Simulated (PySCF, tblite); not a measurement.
# C₆H₈ClF: a rotation path, then NMR shifts on frames, part 2 of 2

tblite 0.8.0 and PySCF 2.14.0. Atoms count from 0.

**5. NMR shieldings: image 4, PBE0/pcSseg-1**

The job: settings as JSON, then the geometry in Å.

```
{"job": {"kind": "nmr", "xc": "PBE0", "basis": "pcSseg-1", "pop": false}, "charge": 0, "multiplicity": 1}
C     -1.605400     1.400200    -0.317400
C     -0.900700     0.150500     0.123900
C      0.370000     0.116600     0.394900
C      1.646900     0.114000     0.640100
C      2.682100    -0.217700    -0.382500
Cl     3.306500    -1.877500    -0.060400
C     -1.752800    -1.096700     0.236300
F     -3.056300    -0.839500    -0.096800
H     -1.981900     1.265500    -1.330500
H     -2.458800     1.592500     0.330500
H     -0.931100     2.251200    -0.292800
H      2.018600     0.293900     1.641000
H      2.272300    -0.228500    -1.391300
H      3.543500     0.447600    -0.322600
H     -1.401000    -1.879500    -0.445600
H     -1.759500    -1.483600     1.261800
```

With the program's defaults for keys left out, this is: GIAO PBE0/pcSseg-1 NMR shielding, non-relativistic, gas phase.

The program printed:

```text
coarse grid: 14192 points
cycle   1  E = -792.7351299355  dE =  9.555e-01  |g| = 5.142e-01  |ddm| = 3.733e+00
cycle   2  E = -792.7160871969  dE =  1.904e-02  |g| = 6.550e-01  |ddm| = 1.125e+00
cycle   3  E = -792.7878497068  dE = -7.176e-02  |g| = 7.141e-02  |ddm| = 6.501e-01
cycle   4  E = -792.7887381827  dE = -8.885e-04  |g| = 2.801e-02  |ddm| = 8.656e-02
cycle   5  E = -792.7888911710  dE = -1.530e-04  |g| = 9.558e-03  |ddm| = 3.165e-02
cycle   6  E = -792.7889105562  dE = -1.939e-05  |g| = 3.450e-03  |ddm| = 1.121e-02
cycle   7  E = -792.7889133994  dE = -2.843e-06  |g| = 7.850e-04  |ddm| = 4.184e-03
final grid: 133576 points
cycle   8  E = -792.8438015410  dE = -4.405e-05  |g| = 8.261e-03  |ddm| = 5.400e-02
cycle   9  E = -792.8437968765  dE =  4.665e-06  |g| = 9.638e-03  |ddm| = 1.805e-02
cycle  10  E = -792.8438173656  dE = -2.049e-05  |g| = 1.296e-03  |ddm| = 9.667e-03
cycle  11  E = -792.8438176361  dE = -2.705e-07  |g| = 2.695e-04  |ddm| = 1.378e-03
cycle  12  E = -792.8438176493  dE = -1.313e-08  |g| = 1.160e-04  |ddm| = 3.232e-04
cycle  13  E = -792.8438176525  dE = -3.201e-09  |g| = 3.720e-05  |ddm| = 1.293e-04
cycle  14  E = -792.8438176528  dE = -3.063e-10  |g| = 7.603e-06  |ddm| = 4.237e-05
converged SCF energy = -792.8438176528

GIAO shielding tensors (ppm)
atom      isotropic    diamagn.    paramagn.     s11        s22        s33       span
  0 C      168.612     244.448     -75.836    161.684    164.563    179.588     17.904
  1 C       78.605     262.662    -184.057     -1.379     93.584    143.611    144.990
  2 C      -23.551     259.790    -283.341    -49.910    -27.608      6.866     56.776
  3 C       87.823     260.509    -172.685      1.465    104.379    157.627    156.162
  4 C      135.417     247.240    -111.823    109.148    136.481    160.621     51.473
  5 Cl     800.033    1145.509    -345.476    577.588    741.802   1080.709    503.120
  6 C      104.222     243.265    -139.043     70.395     82.482    159.789     89.394
  7 F      433.120     468.991     -35.870    403.495    406.302    489.565     86.070
  8 H       29.550      28.718       0.832     25.803     27.376     35.471      9.668
  9 H       29.547      28.126       1.420     25.165     27.918     35.557     10.392
 10 H       29.979      29.918       0.061     25.778     28.970     35.189      9.411
 11 H       26.007      31.346      -5.339     23.035     26.655     28.330      5.295
 12 H       27.680      29.736      -2.056     22.742     26.984     33.312     10.570
 13 H       27.542      28.300      -0.758     21.915     27.045     33.665     11.750
 14 H       26.183      28.996      -2.813     21.341     26.981     30.226      8.885
 15 H       26.249      28.685      -2.436     21.714     27.099     29.933      8.218
```

It took 20 s on 1 thread of Arm Neoverse V2, shared host; peak memory 0.82 GiB.

In short: δ C2 210.5, C1 108.3, C3 99.1, C6 82.7, H11 5.71, H14 5.53 ppm.

**6. NMR shieldings: image 6, PBE0/pcSseg-1**

The job: settings as JSON, then the geometry in Å.

```
{"job": {"kind": "nmr", "xc": "PBE0", "basis": "pcSseg-1", "pop": false}, "charge": 0, "multiplicity": 1}
C     -1.612700     1.414100    -0.243600
C     -0.897800     0.153000     0.146600
C      0.377800     0.110700     0.391100
C      1.657800     0.095300     0.616300
C      2.670100    -0.216000    -0.434600
Cl     3.290400    -1.885600    -0.159000
C     -1.749800    -1.091100     0.254400
F     -2.810600    -1.033900    -0.614100
H     -2.009000     1.305400    -1.252100
H     -2.451800     1.592900     0.427000
H     -0.936600     2.263600    -0.212900
H      2.047000     0.242400     1.615700
H      2.237800    -0.204000    -1.433900
H      3.535900     0.443600    -0.378700
H     -1.178600    -1.991000     0.006100
H     -2.177600    -1.190400     1.260100
```

Method: GIAO PBE0/pcSseg-1 NMR shielding, non-relativistic, gas phase.

The program printed:

```text
coarse grid: 14192 points
cycle   1  E = -792.7376572991  dE =  9.539e-01  |g| = 5.140e-01  |ddm| = 3.748e+00
cycle   2  E = -792.7187703555  dE =  1.889e-02  |g| = 6.563e-01  |ddm| = 1.092e+00
cycle   3  E = -792.7903227876  dE = -7.155e-02  |g| = 6.997e-02  |ddm| = 6.206e-01
cycle   4  E = -792.7911786448  dE = -8.559e-04  |g| = 2.645e-02  |ddm| = 8.434e-02
cycle   5  E = -792.7913170468  dE = -1.384e-04  |g| = 7.994e-03  |ddm| = 2.977e-02
cycle   6  E = -792.7913295386  dE = -1.249e-05  |g| = 3.377e-03  |ddm| = 9.324e-03
cycle   7  E = -792.7913322421  dE = -2.704e-06  |g| = 7.661e-04  |ddm| = 3.994e-03
final grid: 133576 points
cycle   8  E = -792.8458341808  dE = -4.239e-05  |g| = 8.341e-03  |ddm| = 4.436e-02
cycle   9  E = -792.8458292916  dE =  4.889e-06  |g| = 9.796e-03  |ddm| = 1.745e-02
cycle  10  E = -792.8458502439  dE = -2.095e-05  |g| = 1.299e-03  |ddm| = 9.752e-03
cycle  11  E = -792.8458505071  dE = -2.632e-07  |g| = 2.422e-04  |ddm| = 1.348e-03
cycle  12  E = -792.8458505168  dE = -9.731e-09  |g| = 8.987e-05  |ddm| = 2.631e-04
cycle  13  E = -792.8458505186  dE = -1.745e-09  |g| = 3.757e-05  |ddm| = 1.096e-04
cycle  14  E = -792.8458505189  dE = -3.370e-10  |g| = 7.729e-06  |ddm| = 4.003e-05
converged SCF energy = -792.8458505189

GIAO shielding tensors (ppm)
atom      isotropic    diamagn.    paramagn.     s11        s22        s33       span
  0 C      168.751     244.855     -76.104    160.078    164.429    181.746     21.667
  1 C       79.346     263.192    -183.846     -0.990     91.050    147.978    148.968
  2 C      -25.712     259.401    -285.112    -54.506    -29.996      7.368     61.875
  3 C       89.299     260.829    -171.530      4.417    105.451    158.029    153.612
  4 C      135.288     247.235    -111.947    108.809    136.249    160.807     51.998
  5 Cl     798.323    1145.535    -347.212    573.799    739.668   1081.502    507.704
  6 C      102.222     242.530    -140.309     68.839     83.125    154.701     85.862
  7 F      428.926     469.829     -40.903    402.783    412.361    471.634     68.851
  8 H       29.362      28.765       0.597     25.198     27.887     35.000      9.802
  9 H       29.846      27.935       1.911     25.909     27.476     36.153     10.244
 10 H       29.952      30.004      -0.052     25.682     29.024     35.150      9.468
 11 H       26.093      31.365      -5.271     23.098     26.815     28.367      5.269
 12 H       27.590      29.722      -2.132     22.698     26.860     33.212     10.515
 13 H       27.519      28.298      -0.779     21.881     27.029     33.646     11.766
 14 H       26.284      29.334      -3.050     22.037     26.824     29.993      7.956
 15 H       26.357      28.216      -1.859     21.962     26.932     30.176      8.214
```

Run time: 21 s. Hardware: 1 thread of Arm Neoverse V2, shared host; peak memory 0.83 GiB.

This run: δ C2 212.6, C1 107.6, C3 97.6, C6 84.7, H11 5.62, H14 5.43 ppm.

**7. Nuclear shieldings: image 8, PBE0/pcSseg-1**

The job: settings as JSON, then the geometry in Å.

```
{"job": {"kind": "nmr", "xc": "PBE0", "basis": "pcSseg-1", "pop": false}, "charge": 0, "multiplicity": 1}
C     -1.618900     1.435200    -0.167200
C     -0.902100     0.161000     0.175500
C      0.377700     0.092900     0.393200
C      1.658700     0.040400     0.604000
C      2.655900    -0.221800    -0.474000
Cl     3.378900    -1.855800    -0.244700
C     -1.762600    -1.075900     0.249100
F     -2.365800    -1.312500    -0.966600
H     -2.169300     1.303000    -1.097600
H     -2.333700     1.682200     0.617300
H     -0.916400     2.255800    -0.279200
H      2.057400     0.148300     1.604400
H      2.194700    -0.217500    -1.460300
H      3.485700     0.483600    -0.432100
H     -1.173000    -1.964300     0.492400
H     -2.574800    -0.945600     0.974500
```

Level: GIAO PBE0/pcSseg-1 NMR shielding, non-relativistic, gas phase.

The program printed:

```text
coarse grid: 14192 points
cycle   1  E = -792.7391515770  dE =  9.472e-01  |g| = 5.169e-01  |ddm| = 3.742e+00
cycle   2  E = -792.7191741782  dE =  1.998e-02  |g| = 6.674e-01  |ddm| = 1.049e+00
cycle   3  E = -792.7923868356  dE = -7.321e-02  |g| = 6.912e-02  |ddm| = 5.958e-01
cycle   4  E = -792.7932304005  dE = -8.436e-04  |g| = 2.515e-02  |ddm| = 8.237e-02
cycle   5  E = -792.7933602939  dE = -1.299e-04  |g| = 5.827e-03  |ddm| = 2.808e-02
cycle   6  E = -792.7933665574  dE = -6.263e-06  |g| = 2.618e-03  |ddm| = 6.719e-03
final grid: 133576 points
cycle   7  E = -792.8476376634  dE = -3.936e-05  |g| = 8.761e-03  |ddm| = 4.370e-02
cycle   8  E = -792.8476251323  dE =  1.253e-05  |g| = 1.155e-02  |ddm| = 1.640e-02
cycle   9  E = -792.8476548179  dE = -2.969e-05  |g| = 1.659e-03  |ddm| = 9.566e-03
cycle  10  E = -792.8476554441  dE = -6.262e-07  |g| = 3.645e-04  |ddm| = 1.853e-03
cycle  11  E = -792.8476554739  dE = -2.976e-08  |g| = 1.182e-04  |ddm| = 4.639e-04
cycle  12  E = -792.8476554762  dE = -2.359e-09  |g| = 2.720e-05  |ddm| = 1.098e-04
cycle  13  E = -792.8476554764  dE = -1.319e-10  |g| = 6.588e-06  |ddm| = 2.915e-05
converged SCF energy = -792.8476554764

GIAO shielding tensors (ppm)
atom      isotropic    diamagn.    paramagn.     s11        s22        s33       span
  0 C      168.307     245.477     -77.170    154.188    166.007    184.727     30.538
  1 C       81.281     262.703    -181.422     -0.485     88.236    156.093    156.579
  2 C      -30.143     259.181    -289.324    -59.235    -37.490      6.294     65.530
  3 C       91.501     261.027    -169.526      9.564    107.443    157.497    147.933
  4 C      135.605     246.731    -111.126    108.725    136.525    161.565     52.840
  5 Cl     809.447    1145.315    -335.868    599.789    743.017   1085.535    485.746
  6 C       99.198     240.718    -141.520     67.559     84.421    145.615     78.056
  7 F      416.695     471.627     -54.932    388.953    409.267    451.864     62.911
  8 H       29.315      28.677       0.638     24.888     28.376     34.681      9.793
  9 H       29.924      28.102       1.822     26.110     27.314     36.349     10.239
 10 H       29.907      30.089      -0.182     25.486     29.085     35.150      9.665
 11 H       26.150      31.364      -5.215     23.080     26.899     28.470      5.391
 12 H       27.546      29.592      -2.046     22.551     26.916     33.173     10.622
 13 H       27.451      28.190      -0.739     21.637     27.149     33.566     11.928
 14 H       26.421      29.311      -2.890     22.792     26.749     29.721      6.929
 15 H       26.618      28.188      -1.570     22.938     26.679     30.236      7.298
```

Wall time 20 s (1 thread of Arm Neoverse V2, shared host); peak memory 0.84 GiB.

Key values: δ C2 217.1, C1 105.6, C3 95.4, C6 87.7, H11 5.57, H14 5.30 ppm.

**8. Side by side: NMR shifts**

Shifts (ppm) of some atoms, chosen among heavy atoms and hydrogens apart, with basis size and wall time:

| frame | C2 | C3 | C6 | H9 | H8 | Cl5 | F7 | functions | time |
| --- | --- | --- | --- | --- | --- | --- | --- | --- | --- |
| image 0 | 217.3 | 95.3 | 87.2 | 2.42 | 1.80 | 144 | -245.5 | 183 | 20 s |
| image 2 | 212.3 | 97.6 | 84.2 | 2.36 | 1.91 | 146 | -256.4 | 183 | 19 s |
| image 4 | 210.5 | 99.1 | 82.7 | 2.17 | 2.17 | 150 | -262.2 | 183 | 20 s |
| image 6 | 212.6 | 97.6 | 84.7 | 1.87 | 2.36 | 151 | -258.0 | 183 | 21 s |
| image 8 | 217.1 | 95.4 | 87.7 | 1.79 | 2.40 | 140 | -245.7 | 183 | 20 s |

**9. Summary of results**

The summary covers parts 1 to 2.

```
                                         quantity                                               value
                                          barrier                  0.055 eV (1.3 kcal/mol) at image 4
                            end to end (GFN2-xTB)                                            0.002 eV
  13C shifts against TMS (PBE0/pcSseg-1, image 0)            217.3, 105.8, 95.3, 87.2, 51.4, 18.6 ppm
   1H shifts against TMS (PBE0/pcSseg-1, image 0)  5.70, 5.31, 5.12, 4.22, 3.99, 2.42, 1.82, 1.80 ppm
 35Cl shifts against HCl (PBE0/pcSseg-1, image 0)                                             144 ppm
19F shifts against CFCl3 (PBE0/pcSseg-1, image 0)                                          -245.5 ppm
                         range of the shift of F7                                -262.2 to -245.5 ppm
```

Along the band the dihedral turns by 119°, and the top (dihedral 0°) lies 1.3 kcal/mol above the start (GFN2-xTB, rough), so at room temperature this motion is fast. The top was not checked by a frequency run. Shifts at one fixed geometry are not the observed spectrum, which averages over the motion. In the first frame run (image 0): The widest tensor belongs to Cl5: span 496 ppm, with a paramagnetic part of -340 ppm. In ppm, F7 moves most: its shift spreads over 16.7 ppm, from -262.2 (image 4) to -245.5 (image 0).
